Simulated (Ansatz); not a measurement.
**FHf, Hf, F: batch of points and single point**

The task, for FHf, Hf, F: 6 runs in a chain (batch of points and single point).

Program: Ansatz 0.2.0. Level of theory: DFT unrestricted r2SCAN, Gaussian basis def2-TZVPP, and further levels as typed in the inputs. These are calculated values, not measurements.

### 1 The structure to begin with

Bond lengths: Hf1–F2 1.850 Å.

Coordinates:

```xyz
2

Hf    0.0000    0.0000    0.0000
F     0.0000    0.0000    1.8500
```

### 2 Batch of points: FHf

input.yaml reads:

```yaml
magnetization:
  spin_polarized: true
  initial_magnetization: 1
basis:
  gaussian: { orbitals: def2-TZVPP }
hamiltonian:
  xc: r2scan
batch:
  members: [s0.yaml, s1.yaml, s2.yaml, s3.yaml, s4.yaml, s5.yaml, s6.yaml, s7.yaml, s8.yaml, s9.yaml, s10.yaml]
# s1.yaml, one of 11 members:
crystal:
  periodic: [false, false, false]
  atoms:
    - { symbol: Hf, position_ang: [0.0, 0.0, 0.0] }
    - { symbol: F, position_ang: [0.0, 0.0, 1.71] }
```

The program printed (excerpt; [...] marks lines left out):

```text
Warning: RAYON_NUM_THREADS=6 ignored (pool sized by the plan → 6); use --threads N
[...]
Functional definition: r2SCAN
[...]
Member 4: Total energy: -4023.24859621 eV, -147.8516588548 hartree
Member 3: Total energy: -4023.18090803 eV, -147.8491713601 hartree
Member 1: Total energy: -4022.83348932 eV, -147.8364039582 hartree
Member 2: Total energy: -4023.04731516 eV, -147.8442619129 hartree
Member 5: Total energy: -4023.26241118 eV, -147.8521665455 hartree
Member 0: Total energy: -4022.42731215 eV, -147.8214772224 hartree
Member 6: Total energy: -4023.23244383 eV, -147.8510652657 hartree
Member 7: Total energy: -4023.14620196 eV, -147.8478959357 hartree
Member 10: Total energy: -4022.33038773 eV, -147.8179153155 hartree
Member 9: Total energy: -4022.71929406 eV, -147.8322073597 hartree
Member 8: Total energy: -4022.98855242 eV, -147.8421024218 hartree
```

Run time: 4.8 min. Hardware: 6 threads of Arm Neoverse N1, shared host; peak memory 0.98 GiB.

Energies in eV above the lowest point:

| Hf1–F2 (Å) | energy |
| --- | --- |
| 1.660 | 0.835 |
| 1.710 | 0.429 |
| 1.750 | 0.215 |
| 1.790 | 0.082 |
| 1.830 | 0.014 |
| 1.870 | 0.000 |
| 1.910 | 0.030 |
| 1.960 | 0.116 |
| 2.020 | 0.274 |
| 2.100 | 0.543 |
| 2.200 | 0.932 |

### 3 Batch of points: r2SCAN, Gaussian basis def2-TZVPP, charge +1

input.yaml: that of step 2 with these lines changed.

```diff
@@ -1,4 +1,2 @@
-magnetization:
-  spin_polarized: true
-  initial_magnetization: 1
+total_charge: 1
 basis:
@@ -14,2 +12,2 @@
     - { symbol: Hf, position_ang: [0.0, 0.0, 0.0] }
-    - { symbol: F, position_ang: [0.0, 0.0, 1.71] }
+    - { symbol: F, position_ang: [0.0, 0.0, 1.64] }
```

The program printed (excerpt; [...] marks lines left out):

```text
Warning: RAYON_NUM_THREADS=6 ignored (pool sized by the plan → 6); use --threads N
[...]
[... 1 set-up line as earlier in the session ...]
[...]
Member 1: Total energy: -4015.08906004 eV, -147.5518014312 hartree
Member 2: Total energy: -4015.40014161 eV, -147.5632334683 hartree
Member 4: Total energy: -4015.70404956 eV, -147.5744018794 hartree
Member 0: Total energy: -4014.50556471 eV, -147.5303583736 hartree
Member 3: Total energy: -4015.59852054 eV, -147.5705237595 hartree
Member 5: Total energy: -4015.73348047 eV, -147.5754834453 hartree
Member 6: Total energy: -4015.70092040 eV, -147.5742868847 hartree
Member 7: Total energy: -4015.59086114 eV, -147.5702422818 hartree
Member 8: Total energy: -4015.38152910 eV, -147.5625494710 hartree
Member 9: Total energy: -4015.01206344 eV, -147.5489718585 hartree
Member 10: Total energy: -4014.46471593 eV, -147.5288572086 hartree
```

It took 22 s on 6 threads of Arm Neoverse N1, shared host; peak memory 0.51 GiB.

Energies in eV above the lowest point:

| Hf1–F2 (Å) | energy |
| --- | --- |
| 1.590 | 1.228 |
| 1.640 | 0.644 |
| 1.680 | 0.333 |
| 1.720 | 0.135 |
| 1.760 | 0.029 |
| 1.800 | 0.000 |
| 1.840 | 0.033 |
| 1.890 | 0.143 |
| 1.950 | 0.352 |
| 2.030 | 0.721 |
| 2.130 | 1.269 |

### 4 Single point: Hf, unrestricted r2SCAN, Gaussian basis def2-TZVPP, charge +0

input.yaml reads:

```yaml
crystal:
  periodic: [false, false, false]
  atoms:
    - { symbol: Hf, position_ang: [0.0, 0.0, 0.0] }
magnetization:
  spin_polarized: true
  initial_magnetization: 2
basis:
  gaussian: { orbitals: def2-TZVPP }
hamiltonian:
  xc: r2scan
```

Launch:

```sh
$ ansatz run input.yaml --threads 6 --pin off --max-ram 10240MiB --backend cpu --events-out ev --progress --plain --runs-dir out
```

The program printed (excerpt; [...] marks lines left out):

```text
Warning: RAYON_NUM_THREADS=6 ignored (pool sized by the plan → 6); use --threads N
[...]
[... 1 set-up line as earlier in the session ...]
[...]
358 factors; their error is unknown
[...]
mean field -1302.67487886 eV, -47.8724188135 hartree, gradient 2.3e-6 eV, S^2 2.062156; 20 other end points of the search recorded, 0 dependent functions left out
reference -1302.67489994 eV, -47.8724195881 hartree; 7, 5 occupied and 49, 51 virtual orbitals, 358 factors
Total energy: -1302.67489994 eV, -47.8724195881 hartree
```

It took 32 s on 6 threads of Arm Neoverse N1, shared host; peak memory 0.17 GiB.

### 5 Single point: charge +1

input.yaml: that of step 4 with these lines changed.

```diff
@@ -6,3 +6,4 @@
   spin_polarized: true
-  initial_magnetization: 2
+  initial_magnetization: 1
+total_charge: 1
 basis:
```

Launch:

```sh
$ ansatz run input.yaml --threads 6 --pin off --max-ram 10240MiB --backend cpu --events-out ev --progress --plain --runs-dir out
```

The program printed (excerpt; [...] marks lines left out):

```text
Warning: RAYON_NUM_THREADS=6 ignored (pool sized by the plan → 6); use --threads N
[...]
[... 1 set-up line as earlier in the session ...]
[...]
358 factors; their error is unknown
[...]
mean field -1296.05600727 eV, -47.6291797689 hartree, gradient 1.0e-5 eV, S^2 1.537780; 21 other end points of the search recorded, 0 dependent functions left out
reference -1296.05602301 eV, -47.6291803474 hartree; 6, 5 occupied and 50, 51 virtual orbitals, 358 factors
Total energy: -1296.05602301 eV, -47.6291803474 hartree
```

Wall time 9.9 s (6 threads of Arm Neoverse N1, shared host); peak memory 0.16 GiB.

### 6 Single point

input.yaml: that of step 5 with these lines changed.

```diff
@@ -6,3 +6,3 @@
   spin_polarized: true
-  initial_magnetization: 1
+  initial_magnetization: 3
 total_charge: 1
```

Launch:

```sh
$ ansatz run input.yaml --threads 6 --pin off --max-ram 10240MiB --backend cpu --events-out ev --progress --plain --runs-dir out
```

The program printed (excerpt; [...] marks lines left out):

```text
Warning: RAYON_NUM_THREADS=6 ignored (pool sized by the plan → 6); use --threads N
[...]
[... 1 set-up line as earlier in the session ...]
[...]
358 factors; their error is unknown
[...]
mean field -1296.05327026 eV, -47.6290791856 hartree, gradient 4.0e-6 eV, S^2 3.751791; 12 other end points of the search recorded, 0 dependent functions left out
reference -1296.05328443 eV, -47.6290797063 hartree; 7, 4 occupied and 49, 52 virtual orbitals, 358 factors
Total energy: -1296.05328443 eV, -47.6290797063 hartree
```

Wall time 9.2 s (6 threads of Arm Neoverse N1, shared host); peak memory 0.16 GiB.

### 7 Single point: F, charge +0

input.yaml reads:

```yaml
crystal:
  periodic: [false, false, false]
  atoms:
    - { symbol: F, position_ang: [0.0, 0.0, 0.0] }
magnetization:
  spin_polarized: true
  initial_magnetization: 1
basis:
  gaussian: { orbitals: def2-TZVPP }
hamiltonian:
  xc: r2scan
```

Launch:

```sh
$ ansatz run input.yaml --threads 6 --pin off --max-ram 10240MiB --backend cpu --events-out ev --progress --plain --runs-dir out
```

The program printed:

```text
Warning: RAYON_NUM_THREADS=6 ignored (pool sized by the plan → 6); use --threads N
Engine: ansatz 0.2.0, aarch64-unknown-linux-gnu
[... 1 set-up line as earlier in the session ...]
  parameter k0 = 0.174
  parameter k1 = 0.065
  parameter a1 = 4.9479
  exchange = r2scan_x(k0 = k0, k1 = k1, a1 = a1)
  correlation = r2scan_c
156 factors; their error is unknown
mean field evaluation 1: about -2713.5750 eV, gradient 8.7e0 eV
mean field evaluation 2: about -2713.6721 eV, gradient 4.8e0 eV
mean field evaluation 4: about -2713.7278 eV, gradient 3.1e-2 eV
mean field evaluation 8: about -2713.7272 eV, gradient 8.3e-4 eV
mean field -2713.72718501 eV, -99.7276346189 hartree, gradient 6.9e-6 eV, S^2 0.752222; 0 other end points of the search recorded, 0 dependent functions left out
reference -2713.72718709 eV, -99.7276346952 hartree; 5, 4 occupied and 26, 27 virtual orbitals, 156 factors
Total energy: -2713.72718709 eV, -99.7276346952 hartree
```

Wall time 0.6 s (6 threads of Arm Neoverse N1, shared host); peak memory 0.076 GiB.

### 8 Summary of results

```
step  system                                           level  set  energy above the lowest (eV)  charge  2S+1 typed  ⟨S²⟩  dipole (D)   time
   4      Hf  unrestricted r2SCAN, Gaussian basis def2-TZVPP    A                           n/a       0           3  2.06         n/a   32 s
   5      Hf  unrestricted r2SCAN, Gaussian basis def2-TZVPP    B                         0.000       1           2  1.54         n/a  9.9 s
   6      Hf  unrestricted r2SCAN, Gaussian basis def2-TZVPP    B                         0.003       1           4  3.75         n/a  9.2 s
   7       F  unrestricted r2SCAN, Gaussian basis def2-TZVPP    C                           n/a       0           2  0.75         n/a  0.6 s
```

Energies compare only among runs of one formula, size, charge, level and basis; each such set counts from its lowest member. The letters name the sets, whose settings differ as the inputs show.

```
                                quantity   value
lowest point of the Hf1–F2 scan (step 2)  1.87 Å
lowest point of the Hf1–F2 scan (step 3)  1.80 Å
```

**Reading.** In step 5 ⟨S²⟩ lies far over S(S+1): such a determinant mixes spin states (near 1 for a typed singlet, half singlet and half triplet), so its energy isn't that of the typed multiplicity.
